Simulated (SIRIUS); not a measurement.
A run of SIRIUS 7.12.0:

The input sirius.json:

```json
{
  "control": {
    "processing_unit": "cpu",
    "verbosity": 2,
    "num_bands_to_print": 107,
    "print_forces": true,
    "print_stress": true
  },
  "parameters": {
    "electronic_structure_method": "pseudopotential",
    "xc_functionals": ["XC_GGA_X_PBE", "XC_GGA_C_PBE"],
    "gk_cutoff": 9.2,
    "pw_cutoff": 18.4,
    "ngridk": [4, 4, 4],
    "shiftk": [0, 0, 0],
    "smearing": "fermi_dirac",
    "smearing_width": 0.0018374661,
    "num_bands": 107,
    "num_mag_dims": 0,
    "num_dft_iter": 100,
    "energy_tol": 1e-08,
    "density_tol": 1e-06
  },
  "iterative_solver": {
    "type": "davidson",
    "min_tolerance": 1e-10
  },
  "mixer": {
    "type": "anderson",
    "beta": 0.7,
    "max_history": 8
  },
  "settings": {
    "tol_ne": 1e-10,
    "pseudo_grid_cutoff": 6.5
  },
  "unit_cell": {
    "lattice_vectors": [
      [9.906643543954, 5.719596266882, 7.828625108271],
      [-9.906643543954, 5.719596266882, 7.828625108271],
      [0.0, -11.439211431026, 7.828625108271]
    ],
    "atom_coordinate_units": "lattice",
    "atom_types": ["Ta", "As", "Au", "O"],
    "atom_files": {
      "Ta": "Ta.json",
      "O": "O.json",
      "Au": "Au.json",
      "As": "As.json"
    },
    "atoms": {
      "Ta": [
        [0.23108, 0.57229, 0.23108],
        [0.23108, 0.23108, 0.57229],
        [0.57229, 0.23108, 0.23108]
      ],
      "As": [
        [0.55878, 0.55878, 0.55878]
      ],
      "Au": [
        [0.96559, 0.96559, 0.96559],
        [0.75105, 0.75105, 0.75105]
      ],
      "O": [
        [0.40884, 0.66762, 0.40884],
        [0.40884, 0.40884, 0.66762],
        [0.66762, 0.40884, 0.40884],
        [0.49726, 0.01313, 0.36024],
        [0.36024, 0.49726, 0.01313],
        [0.01313, 0.36024, 0.49726],
        [0.36024, 0.01313, 0.49726],
        [0.01313, 0.49726, 0.36024],
        [0.49726, 0.36024, 0.01313],
        [0.10963, 0.74806, 0.10963],
        [0.10963, 0.10963, 0.74806],
        [0.74806, 0.10963, 0.10963],
        [0.3084, 0.3084, 0.3084]
      ]
    }
  }
}
```

Potentials or basis: PseudoDojo 0.4.1 PBE standard (scalar relativistic).

Launch:

```bash
$ upf_to_json Ta.upf
$ upf_to_json O.upf
$ upf_to_json Au.upf
$ upf_to_json As.upf
$ OMP_NUM_THREADS=4 sirius.scf --input=sirius.json --output=out.json --task=0
```

Hardware: 4 threads of Intel(R) Xeon(R) 6975P-C (Granite Rapids), on a shared host.

**Question.** Estimate the wall time of this run.

**Answer.** Run time: 15 min on 4 threads of Intel(R) Xeon(R) 6975P-C (Granite Rapids), with other jobs on the host, peak memory 8.1 GiB. Counts: scf iterations 23, k points 24, plane waves 34955, bands 107.
